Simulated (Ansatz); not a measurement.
# AlCo: the crystal squeezed far

The task here is to estimate one member of a computed series from the others.

Program: Ansatz 0.2.0. Level of theory: DFT, PBE, PAW with Ansatz's default frozen-core files, scalar-relativistic. These are calculated values, not measurements.

### The starting structure

Symmetry: Pm-3m, No. 221, cubic system. Conventional cell: a = 2.787 Å, b = 2.787 Å, c = 2.787 Å, α = 90.00°, β = 90.00°, γ = 90.00°. Co (site symmetry m-3m) has 8 Al at 2.41 Å as nearest neighbours. Around Al (site symmetry m-3m) lie 8 Co at 2.41 Å.

Structure file:

```xyz
2
Lattice="2.7872 0.0000 0.0000 0.0000 2.7872 0.0000 0.0000 0.0000 2.7872" Properties=species:S:1:pos:R:3 pbc="T T T"
Co    0.0000    0.0000    0.0000
Al    1.3936    1.3936    1.3936
```

Whether this phase is the stable one at these pressures isn't tested.

Atoms are numbered in the order of the input: Co1, Al2.

Set-up of the first run:

File input.yaml:

```yaml
crystal:
  lattice:
    - [2.7872129973, 0.0, 0.0]
    - [0.0, 2.7872129973, 0.0]
    - [0.0, 0.0, 2.7872129973]
  atoms:
    - { symbol: Co, position: [0.0, 0.0, 0.0] }
    - { symbol: Al, position: [0.5, 0.5, 0.5] }
kpoints:
  mp_grid: { grid: [14, 14, 14] }
scf:
  occupations: { method: fermi_dirac, width: 0.08 }
hamiltonian:
  xc: pbe
  pseudopotentials: { kind: paw }
output:
  forces: true
  stress: true
relax:
  f_tol: 0.005
  max_steps: 40
  cell: {}
```

Launch:

```console
$ ansatz run input.yaml --threads 1 --pin off --max-ram 2048MiB --backend cpu --events-out ev --progress --plain --runs-dir out
```

Steps of the session up to this table: Cell relaxed at zero pressure, PAW; More of the same log: cell relaxed at zero pressure; Volume scaled by 1, PAW; Volume scaled by 0.94, PAW; Volume scaled by 0.88, PAW; Volume scaled by 0.8, PAW; Volume scaled by 0.72, PAW; Volume scaled by 0.64, PAW; Volume scaled by 0.55, PAW; Volume scaled by 0.55, PAW (partial_waves polarizable).

One of the session's tables, all rows but one given; the rest of the session is left out.

 The rows PAW, 0.55 and PAW (partial_waves polarizable), 0.55 agree to the last digit and may rest on the same set-up.

```
                         method  volume over the first  volume (Å³/atom)  pressure (GPa)
                            PAW                      1            11.604            0.00
                            PAW                   0.94                 ?               ?
                            PAW                   0.88            10.211           30.03
                            PAW                    0.8             9.283           64.12
                            PAW                   0.72             8.355          117.77
                            PAW                   0.64             7.426          204.41
                            PAW                   0.55             6.382          373.64
PAW (partial_waves polarizable)                   0.55             6.382          373.64
```

Estimate the missing values for PAW, 0.94.

**Answer.** volume (Å³/atom): 10.907; pressure (GPa): 12.63. In the column «volume (Å³/atom)» it lies between PAW, 0.88 (10.211) and PAW, 1 (11.604).

To keep in mind: Spin polarisation is left out here, though a magnetic state may lie well lower.
